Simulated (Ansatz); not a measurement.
**CH₇GaSn: how energies converge with the basis set**

One table from this session's results is given with a row withheld; the runs are named, their logs left out.

The runs use Ansatz 0.2.0, Gaussian basis; one geometry, several basis sets.

Plan: PBE0-D4/def2-SVP; ωB97M-V/def2-SVP; PBE0-D4/def2-QZVPP; ωB97M-V/def2-QZVPP; the functionals' def2-TZVPP values are taken from earlier runs.

**Structure used throughout**

All runs share one geometry, relaxed beforehand with PBE0-D4 in a triple-zeta def2 set. Sn takes the def2 core potential; no spin-orbit term is included.

SMILES `[CH3][SnH2][GaH2]`, 10 atoms, charge 0, spin multiplicity 1.

Atoms are counted from 1 here; the program's logs count them from 0.

Bond lengths: C1–Sn2 2.149 Å, C1–H4 1.090 Å, C1–H5 1.090 Å, C1–H6 1.090 Å, Sn2–Ga3 2.622 Å, Sn2–H7 1.717 Å, Sn2–H8 1.717 Å, Ga3–H9 1.576 Å, Ga3–H10 1.574 Å. Angles: Sn2–C1–H4 109.9°, Sn2–C1–H5 110.0°, Sn2–C1–H6 110.0°, H4–C1–H5 109.1°, H4–C1–H6 109.1°, H5–C1–H6 108.9°, C1–Sn2–Ga3 113.9°, C1–Sn2–H7 107.9°, C1–Sn2–H8 108.0°, Ga3–Sn2–H7 110.2°, Ga3–Sn2–H8 110.6°, H7–Sn2–H8 106.0°, Sn2–Ga3–H9 121.1°, Sn2–Ga3–H10 120.9°, H9–Ga3–H10 118.0°.

The first run:

The input, in.yaml:

```yaml
crystal:
  periodic: [false, false, false]
  atoms:
    - {symbol: C, position_ang: [-1.630337, 0.570088, -0.523906]}
    - {symbol: Sn, position_ang: [0.239589, -0.482321, -0.646758]}
    - {symbol: Ga, position_ang: [1.786896, -0.142585, 1.442108]}
    - {symbol: H, position_ang: [-2.223335, 0.378238, -1.418308]}
    - {symbol: H, position_ang: [-2.188026, 0.236891, 0.351469]}
    - {symbol: H, position_ang: [-1.449635, 1.641829, -0.439898]}
    - {symbol: H, position_ang: [-0.106940, -2.150302, -0.863698]}
    - {symbol: H, position_ang: [1.039775, 0.025529, -2.078605]}
    - {symbol: H, position_ang: [1.310745, 0.711516, 2.677708]}
    - {symbol: H, position_ang: [3.221270, -0.788882, 1.499897]}
basis:
  gaussian: {orbitals: def2-SVP}
hamiltonian: {xc: pbe0, dispersion: d4}
output: {orbitals: {seedname: orbitals}}
```

The run is started by

```console
$ ansatz run in.yaml --threads 2 --pin off --events-out ev --progress --plain --max-ram 4352MiB
```

Steps of the session up to this table: PBE0-D4 in def2-SVP; ωB97M-V in def2-SVP; PBE0-D4 in def2-QZVPP; ωB97M-V in def2-QZVPP.

One table of the session follows, with a row left open; its other results are not shown here.

It belongs to the step «Density functionals: the series». 

```
functional       basis  HOMO (eV)  LUMO (eV)
   PBE0-D4    def2-SVP      -7.14      -2.10
   PBE0-D4  def2-TZVPP      -7.16      -2.14
   PBE0-D4  def2-QZVPP      -7.16      -2.15
   ωB97M-V    def2-SVP          ?          ?
   ωB97M-V  def2-TZVPP      -9.14      -0.45
   ωB97M-V  def2-QZVPP      -9.14      -0.54
```

Estimate the missing values for ωB97M-V, def2-SVP.

**Answer.** HOMO (eV): -9.08; LUMO (eV): -0.38. In the column «HOMO (eV)» it lies between ωB97M-V, def2-QZVPP (-9.14) and PBE0-D4, def2-TZVPP (-7.16).
